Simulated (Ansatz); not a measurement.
# C2H5ClGe: a ladder of functionals and wavefunction methods

How much do the methods differ for C2H5ClGe? The plan is to run it at one geometry with functionals of several rungs and with coupled cluster. The yardstick is the atomisation energy at the CCSD(T) limit.

Program: Ansatz 0.2.0, Gaussian basis. Level of theory: functionals in def2-TZVPP, the program's frozen cores in correlated methods. These are calculated values, not measurements.

Levels to be run: LDA (SPW92), PBE-D4, revPBE-D4, BLYP-D4, r2SCAN-D4, B97M-V, PBE0-D4, B3LYP-D4, r2SCANh-D4, r2SCAN0-D4, HSE06-D4, BHLYP-D4, CAM-B3LYP-D4, LC-ωPBE, ωB97X-V, ωB97M-V, B2PLYP, PBE-QIDH; CCSD(T)/def2-SVP; CCSD(T)/def2-TZVPP; MP2/def2-QZVPP; extrapolation to the limit; RPA on PBE.

**1. The relaxed structure**

The geometry comes from an earlier relaxation with PBE0-D4 in a triple-zeta def2 set; it is a stationary point, not always the lowest conformer.

SMILES `C[CH2][Ge][Cl]`, 9 atoms, charge 0, spin multiplicity 1.

Atoms are counted from 1 here; the program's logs count them from 0.

Bond lengths: C1–C2 1.517 Å, C1–H5 1.092 Å, C1–H6 1.094 Å, C1–H7 1.092 Å, C2–Ge3 1.993 Å, C2–H8 1.100 Å, C2–H9 1.101 Å, Ge3–Cl4 2.197 Å. Angles: C2–C1–H5 111.4°, C2–C1–H6 111.5°, C2–C1–H7 111.4°, H5–C1–H6 107.9°, H5–C1–H7 106.7°, H6–C1–H7 107.8°, C1–C2–Ge3 121.4°, C1–C2–H8 111.5°, C1–C2–H9 111.4°, Ge3–C2–H8 103.7°, Ge3–C2–H9 103.2°, H8–C2–H9 103.9°, C2–Ge3–Cl4 99.6°.

**2. LDA**

This LDA is Slater exchange with PW92 correlation.

File in.yaml:

```yaml
crystal:
  periodic: [false, false, false]
  atoms:
    - {symbol: C, position_ang: [-0.161689, 0.922791, -0.026233]}
    - {symbol: C, position_ang: [-0.082992, -0.427522, 0.659607]}
    - {symbol: Ge, position_ang: [0.544582, -2.051473, -0.311276]}
    - {symbol: Cl, position_ang: [0.831900, -1.193064, -2.312928]}
    - {symbol: H, position_ang: [-0.824953, 0.891358, -0.892547]}
    - {symbol: H, position_ang: [-0.532990, 1.695991, 0.652515]}
    - {symbol: H, position_ang: [0.816583, 1.241618, -0.391464]}
    - {symbol: H, position_ang: [0.562006, -0.391144, 1.550519]}
    - {symbol: H, position_ang: [-1.064047, -0.734854, 1.054806]}
basis:
  gaussian: {orbitals: def2-TZVPP}
hamiltonian: {xc: lda}
output: {orbitals: {seedname: orbitals}}
```

Further steps of the session: PBE-D4 (GGA); revPBE-D4 (GGA); BLYP-D4 (GGA); r2SCAN-D4 (meta-GGA); B97M-V (meta-GGA); PBE0-D4 (hybrid); B3LYP-D4 (hybrid); r2SCANh-D4 (hybrid); r2SCAN0-D4 (hybrid); HSE06-D4 (hybrid); BHLYP-D4 (hybrid); CAM-B3LYP-D4 (range-separated); LC-ωPBE-D4 (range-separated); ωB97X-V (range-separated); ωB97M-V (range-separated); B2PLYP (double hybrid); PBE-QIDH (double hybrid); CCSD(T) in def2-SVP; CCSD(T) in def2-TZVPP; MP2 in def2-QZVPP; RPA on PBE orbitals.

Q: Predict the results of all the runs planned. Wanted: atomisation energy, CCSD(T)/CBS; farthest beyond LDA; mean size of error, GGA; mean size of error, meta-GGA; mean size of error, hybrid; mean size of error, range-separated; mean size of error, double hybrid; gap, smallest and largest; T1 diagnostic.

As calculated:

| quantity | value |
| --- | --- |
| atomisation energy, CCSD(T)/CBS | 3200.7 kJ/mol |
| functionals within 32.0 kJ/mol (1.0 %) | revPBE-D4, BLYP-D4, r2SCAN-D4, B97M-V, PBE0-D4, B3LYP-D4, r2SCANh-D4, HSE06-D4, CAM-B3LYP-D4, ωB97X-V, ωB97M-V, PBE-QIDH |
| farthest beyond LDA | BHLYP-D4 (-84.1 kJ/mol) |
| mean size of error, GGA | 29.3 kJ/mol |
| mean size of error, meta-GGA | 8.9 kJ/mol |
| mean size of error, hybrid | 26.1 kJ/mol |
| mean size of error, range-separated | 11.1 kJ/mol |
| mean size of error, double hybrid | 30.9 kJ/mol |
| gap, smallest and largest | 2.18 eV (LDA (SPW92)), 8.84 eV (LC-ωPBE) |
| T1 diagnostic | 0.0116 |
| triples share of the correlation energy | 4.0 % |

In words: LDA overbinds by 433.8 kJ/mol (14 %). PBE-D4 is off by +54.3 kJ/mol. Double hybrids carry the basis error of their MP2 part in triple zeta, and no dispersion term here, so their miss is partly the set-up's. The rungs meta-GGA, range-separated, hybrid, GGA, double hybrid miss on average by less than the doubt on the reference (32.0 kJ/mol), so they tie. The reference freezes the cores and leaves out relativity and excitations past (T), and its outer-core shells are covered unevenly, so misses under about 32.0 kJ/mol can't be ranked. Hartree-Fock recovers 74 % of the binding; the rest is correlation. CCSD(T) in def2-SVP is off by -174.3 kJ/mol, so the small basis spoils what the method gains. Orbital gaps span 2.2 to 8.8 eV; exact exchange widens them. The restricted reference is unstable towards a spin-broken one. Correlated methods include outer-core shells of Ge, which these sets cover unevenly.
